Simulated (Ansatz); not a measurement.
# Ba5Na4Al2O10: the cost of one run

All numbers below are computed with Ansatz 0.2.0 (DFT PBE, scalar-relativistic, plane waves, PAW).

**1. The structure to begin with**

The cell holds 21 atoms (Al2Ba5Na4O10): a = 6.933 Å, b = 7.215 Å, c = 6.739 Å, α = 90.92°, β = 88.87°, γ = 91.24°.

5 Ba, 10 O, 2 Al, 4 Na were thrown into a skewed cell at random, at 0.96 times a reference volume of the solid, and pushed apart as soft spheres.

Coordinates:

```
Ba O Al Na
1.0
     6.93271   -0.07655    0.06714
    -0.07655    7.21434   -0.05545
     0.06714   -0.05545    6.73893
Ba O Al Na
5 10 2 4
Direct
  0.67524 0.07579 0.18353
  0.40924 0.78505 0.93997
  0.80749 0.90808 0.77432
  0.45716 0.08459 0.58468
  0.81794 0.34082 0.55732
  0.00569 0.29265 0.21139
  0.79668 0.55363 0.88480
  0.09457 0.59457 0.63495
  0.34821 0.34817 0.20538
  0.06972 0.06961 0.49988
  0.50607 0.78241 0.35566
  0.68124 0.44554 0.20321
  0.29699 0.01369 0.23379
  0.17242 0.64032 0.26860
  0.25351 0.19531 0.90279
  0.10698 0.06869 0.07385
  0.13883 0.79506 0.49031
  0.86549 0.69742 0.22094
  0.09183 0.45438 0.92294
  0.53295 0.37894 0.91058
  0.41064 0.52759 0.50788
```

**2. Langevin stage at 3400 K**

The cutoff is lowered while the worst contacts of the packing are taken out. One k point, a Fermi-Dirac width of 0.293 eV and a fixed cell.

Contents of input.yaml:

```yaml
crystal:
  lattice:
    - [6.932709, -0.07655, 0.067143]
    - [-0.07655, 7.214338, -0.055453]
    - [0.067143, -0.055453, 6.738931]
  atoms:
    - { symbol: Ba, position: [0.6752447442, 0.075790589, 0.183530552] }
    - { symbol: Ba, position: [0.4092410433, 0.7850540627, 0.939969933] }
    - { symbol: Ba, position: [0.8074855895, 0.9080795317, 0.7743244648] }
    - { symbol: Ba, position: [0.457163651, 0.0845922887, 0.5846759582] }
    - { symbol: Ba, position: [0.8179369578, 0.3408197846, 0.5573203812] }
    - { symbol: O, position: [0.0056878608, 0.2926541222, 0.2113890179] }
    - { symbol: O, position: [0.7966816076, 0.5536304393, 0.8847982556] }
    - { symbol: O, position: [0.0945659516, 0.5945664826, 0.6349477852] }
    - { symbol: O, position: [0.3482082509, 0.3481731427, 0.2053754218] }
    - { symbol: O, position: [0.0697169939, 0.0696090135, 0.499879758] }
    - { symbol: O, position: [0.5060742041, 0.7824135186, 0.3556639222] }
    - { symbol: O, position: [0.6812411502, 0.4455353948, 0.2032094571] }
    - { symbol: O, position: [0.296989439, 0.0136885747, 0.2337893355] }
    - { symbol: O, position: [0.1724240646, 0.6403231019, 0.2686003888] }
    - { symbol: O, position: [0.2535128865, 0.195313486, 0.9027894303] }
    - { symbol: Al, position: [0.1069804154, 0.0686939217, 0.0738538131] }
    - { symbol: Al, position: [0.138827995, 0.795059218, 0.4903083238] }
    - { symbol: Na, position: [0.8654899348, 0.6974204475, 0.2209392251] }
    - { symbol: Na, position: [0.0918327978, 0.4543838275, 0.9229397481] }
    - { symbol: Na, position: [0.5329452904, 0.378939494, 0.9105782879] }
    - { symbol: Na, position: [0.4106421644, 0.5275880788, 0.5078837065] }
  symmetry: { detect: false }
basis:
  ecutwfc: 320
  xc_grid: 1
kpoints:
  mp_grid: { grid: [1, 1, 1], shift: [0.0, 0.0, 0.0] }
hamiltonian:
  xc: pbe
scf:
  occupations: { method: fermi_dirac, width: 0.293 }
  lower_state_search: "off"
  convergence: { dr2_threshold: 1.0e-05 }
output:
  forces: true
  stress: true
md:
  timestep: 2.0
  n_steps: 24
  ensemble: nvt_langevin
  friction: 0.03
  temperature: 3400.0
  initial_velocities: maxwell_boltzmann
  seed: 87748
```

Launch:

```sh
> ansatz run input.yaml --threads 2 --pin off --max-ram 5120MiB --backend cpu --events-out ev --progress --plain --runs-dir out
```

Q: Estimate wall time and peak memory on 2 threads of Arm Neoverse V1, shared host.

About 28 s, with a peak of 0.39 GiB.
